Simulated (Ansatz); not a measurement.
# CrGe3: the cost of one run

Program: Ansatz 0.2.0. Level of theory: DFT PBE, scalar-relativistic, plane waves, PAW. These are calculated values, not measurements.

### Step 1. The structure to begin with

The structure is cubic, space group Pm-3m (No. 221). The conventional cell has a = 4.126 Å, b = 4.126 Å, c = 4.126 Å, α = 90.00°, β = 90.00°, γ = 90.00°. Cr (site symmetry m-3m) is surrounded by 12 Ge at 2.92 Å. Around Ge (site symmetry 4/mmm) lie 4 Cr at 2.92 Å and 8 Ge at 2.92 Å.

Structure file:

```xyz
4
Lattice="4.1258 0.0000 0.0000 0.0000 4.1258 0.0000 0.0000 0.0000 4.1258" Properties=species:S:1:pos:R:3 pbc="T T T"
Cr    0.0000    0.0000    0.0000
Ge    2.0629    2.0629    0.0000
Ge    2.0629    0.0000    2.0629
Ge    0.0000    2.0629    2.0629
```

The cell is invented: species swapped into a database cell of EuBi3 (Pm-3m, No. 221), with Cr on the Eu sites and Ge on the Bi sites. Its size is a rough estimate.

### Step 2. A first look at the guess

Contents of input.yaml:

```yaml
crystal:
  lattice:
    - [4.12580802, 0.0, 0.0]
    - [0.0, 4.12580802, 0.0]
    - [0.0, 0.0, 4.12580802]
  atoms:
    - { symbol: Cr, position: [0.0, 0.0, 0.0], spin: 3.0 }
    - { symbol: Ge, position: [0.5, 0.5, 0.0] }
    - { symbol: Ge, position: [0.5, 0.0, 0.5] }
    - { symbol: Ge, position: [0.0, 0.5, 0.5] }
basis:
  ecutwfc: 420
kpoints:
  mp_grid: { grid: [4, 4, 4] }
hamiltonian:
  xc: pbe
scf:
  occupations: { method: gaussian, width: 0.1 }
  lower_state_search: "off"
output:
  forces: true
  stress: true
  eigenvalues: true
  populations: true
magnetization:
  spin_polarized: true
```

Run with:

```sh
$ ansatz run input.yaml --threads 1 --pin off --max-ram 2560MiB --backend cpu --events-out ev --progress --plain --runs-dir out
```

Q: Estimate wall time and peak memory on 1 thread of Intel Xeon at 2.50GHz (Skylake/Cascade Lake), shared host.

About 9.1 s, with a peak of 0.39 GiB.
